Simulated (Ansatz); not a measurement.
# C8H6F2: the cost of one run

Program: Ansatz 0.2.0. Level of theory: the levels named in each step. These are calculated values, not measurements.

**1. Starting point**

Bond lengths (14 of 15 bonds, heavy atoms first): C1–C2 1.194 Å, F3–C4 1.344 Å, C4–C5 1.383 Å, C5–C6 1.385 Å, C6–C7 1.385 Å, C7–C8 1.384 Å, C4–C9 1.389 Å, C8–C9 1.383 Å, C9–F10 1.343 Å, C1–H11 1.050 Å, C2–H12 1.050 Å, C5–H13 1.079 Å, C6–H14 1.079 Å, C7–H15 1.079 Å. Angles (14 of 20 angles, heavy atoms first): F3–C4–C5 119.5°, F3–C4–C9 120.3°, C5–C4–C9 120.2°, C4–C5–C6 119.5°, C5–C6–C7 120.3°, C6–C7–C8 120.3°, C7–C8–C9 119.5°, C4–C9–C8 120.2°, C4–C9–F10 120.2°, C8–C9–F10 119.6°, C1–C2–H12 179.7°, C2–C1–H11 179.5°, C4–C5–H13 119.0°, C6–C5–H13 121.5°.

Structure file:

```xyz
16

C    -2.3151   -0.1294    2.2545
C    -1.4938   -0.9582    2.0025
F     1.9698    1.2359    0.4505
C     1.1498    0.3491   -0.1387
C     1.5929   -0.9419   -0.3643
C     0.7481   -1.8552   -0.9718
C    -0.5292   -1.4794   -1.3531
C    -0.9733   -0.1878   -1.1295
C    -0.1320    0.7250   -0.5199
F    -0.5616    1.9785   -0.3013
H    -3.0336    0.6046    2.4708
H    -0.7719   -1.6887    1.7857
H     2.5920   -1.2124   -0.0613
H     1.0907   -2.8634   -1.1460
H    -1.1861   -2.1938   -1.8235
H    -1.9651    0.1241   -1.4136
```

**2. A rough first relaxation, PBE-D4/def2-SVP**

This run stands in another session on the same molecule. It ended at:

```xyz
16

C    -1.9860   -0.1793    2.7937
C    -1.5580   -0.9030    1.9090
F     1.6295    1.3179    0.6278
C     0.9739    0.3868   -0.0771
C     1.4275   -0.9346   -0.1097
C     0.7195   -1.8944   -0.8534
C    -0.4363   -1.5257   -1.5613
C    -0.8900   -0.1962   -1.5280
C    -0.1858    0.7561   -0.7862
F    -0.6015    2.0281   -0.7358
H    -2.3641    0.4639    3.5768
H    -1.1745   -1.5373    1.1191
H     2.3338   -1.1913    0.4577
H     1.0784   -2.9336   -0.8792
H    -0.9915   -2.2738   -2.1458
H    -1.7937    0.1235   -2.0666
```

**3. Relaxation, HF/STO-3G**

Contents of input.yaml:

```yaml
crystal:
  periodic: [false, false, false]
  atoms:
    - { symbol: C, position_ang: [-1.98597586, -0.1793073, 2.79373724] }
    - { symbol: C, position_ang: [-1.55795108, -0.90295817, 1.90904709] }
    - { symbol: F, position_ang: [1.6294795, 1.317872, 0.62779384] }
    - { symbol: C, position_ang: [0.97386295, 0.38684635, -0.07710281] }
    - { symbol: C, position_ang: [1.42748581, -0.93463978, -0.10971897] }
    - { symbol: C, position_ang: [0.71948253, -1.89435455, -0.85341297] }
    - { symbol: C, position_ang: [-0.43628148, -1.52573093, -1.56130822] }
    - { symbol: C, position_ang: [-0.8899572, -0.19615685, -1.52801725] }
    - { symbol: C, position_ang: [-0.18575957, 0.7560797, -0.78622334] }
    - { symbol: F, position_ang: [-0.60147418, 2.02809639, -0.7358429] }
    - { symbol: H, position_ang: [-2.36406739, 0.46385433, 3.57683297] }
    - { symbol: H, position_ang: [-1.17448669, -1.53725209, 1.11907904] }
    - { symbol: H, position_ang: [2.33376183, -1.19133684, 0.45767569] }
    - { symbol: H, position_ang: [1.07842424, -2.93363083, -0.87915453] }
    - { symbol: H, position_ang: [-0.99149969, -2.27383907, -2.145766] }
    - { symbol: H, position_ang: [-1.79371372, 0.12350764, -2.0666389] }
basis:
  gaussian: { orbitals: STO-3G }
hamiltonian:
  xc: hf
relax:
  f_tol: 0.004
  max_steps: 150
```

Launch:

```
> ansatz run input.yaml --threads 4 --pin off --max-ram 10240MiB --backend cpu --events-out ev --progress --plain --runs-dir out
```

What time and memory should one allow on 4 threads of Arm Neoverse V2, shared host?

About 8.7 s, with a peak of 0.13 GiB.
